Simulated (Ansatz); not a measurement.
# MgZr2H6: the cost of one run

Program: Ansatz 0.2.0. Level of theory: DFT PBE, scalar-relativistic, plane waves, PAW. These are calculated values, not measurements.

1 further run of the same task is left out (it didn't finish). Runs told in other sessions of the task aren't counted.

## 1. The system as given

The structure is trigonal, space group P-3m1 (No. 164). The conventional cell has a = 5.416 Å, b = 5.416 Å, c = 3.175 Å, α = 90.00°, β = 90.00°, γ = 120.00°. Mg (site symmetry -3m) has 6 H at 1.99 Å in its first shell of neighbours. Around Zr (site symmetry 3m) lie 6 H at 2.05 to 2.07 Å. Around H (site symmetry m) lie 1 Mg at 1.99 Å and 2 Zr at 2.05 to 2.07 Å.

As a file:

```cif
data_structure
_symmetry_space_group_name_H-M 'P-3m1'
_symmetry_Int_Tables_number 164
_cell_length_a 5.4155
_cell_length_b 5.4155
_cell_length_c 3.1750
_cell_angle_alpha 90.000
_cell_angle_beta 90.000
_cell_angle_gamma 120.000
_cell_volume 80.64
loop_
_atom_site_label
_atom_site_type_symbol
_atom_site_symmetry_multiplicity
_atom_site_Wyckoff_symbol
_atom_site_fract_x
_atom_site_fract_y
_atom_site_fract_z
_atom_site_occupancy
Mg1 Mg 1 b 0.00000 0.00000 0.50000 1
Zr1 Zr 2 d 0.33333 0.66667 0.74486 1
H1 H 6 i 0.80630 0.61261 0.75229 1
```

It is the end of an earlier relaxation with the same method, from a generated guess; it is a trial structure. At a tolerance of 0.05 Å it has space group P-3m1 (No. 164); it has 8.96 Å³/atom, an uncorrected energy of -0.15 eV/atom over the elements.

## 2. Bands, states and charges

input.yaml reads:

```yaml
crystal:
  lattice:
    - [5.4155334683, 0.0, 0.0]
    - [-2.7077667341, 4.6899895586, 0.0]
    - [0.0, 0.0, 3.1750104792]
  atoms:
    - { symbol: Mg, position: [0.0, 0.0, 0.5] }
    - { symbol: Zr, position: [0.3333333333, 0.6666666667, 0.7448601532] }
    - { symbol: Zr, position: [0.6666666667, 0.3333333333, 0.2551398468] }
    - { symbol: H, position: [0.8063042454, 0.6126084909, 0.7522870926] }
    - { symbol: H, position: [0.3873915091, 0.1936957546, 0.7522870926] }
    - { symbol: H, position: [0.8063042454, 0.1936957546, 0.7522870926] }
    - { symbol: H, position: [0.1936957546, 0.3873915091, 0.2477129074] }
    - { symbol: H, position: [0.6126084909, 0.8063042454, 0.2477129074] }
    - { symbol: H, position: [0.1936957546, 0.8063042454, 0.2477129074] }
basis:
  ecutwfc: 420
kpoints:
  mp_grid: { grid: [12, 12, 12] }
  band_path:
    path:
      - [[0.0, 0.0, 0.0], [0.5, 0.0, 0.0], [0.33333333, 0.33333333, 0.0], [0.0, 0.0, 0.0], [0.0, 0.0, 0.5], [0.5, 0.0, 0.5], [0.33333333, 0.33333333, 0.5], [0.0, 0.0, 0.5]]
      - [[0.5, 0.0, 0.5], [0.5, 0.0, 0.0]]
      - [[0.33333333, 0.33333333, 0.5], [0.33333333, 0.33333333, 0.0]]
    npoints: 14
hamiltonian:
  xc: pbe
scf:
  occupations: { method: gaussian, width: 0.1 }
  n_extra_bands: 22
output:
  forces: true
  stress: true
  eigenvalues: true
  populations: true
  dos: { projected: true, de: 0.02, nscf_kmesh: { grid: [15, 15, 15] } }
  bader: true
  write_density: true
  write_potential: true
  elf: true
  volumetric_format: npy
```

On the command line:

```sh
ansatz run input.yaml --threads 1 --pin off --max-ram 2560MiB --backend cpu --events-out ev --progress --plain --runs-dir out
```

Q: Estimate wall time and peak memory on 1 thread of Intel Xeon at 2.50GHz (Skylake/Cascade Lake), shared host.

About 4.1 min, with a peak of 0.96 GiB.
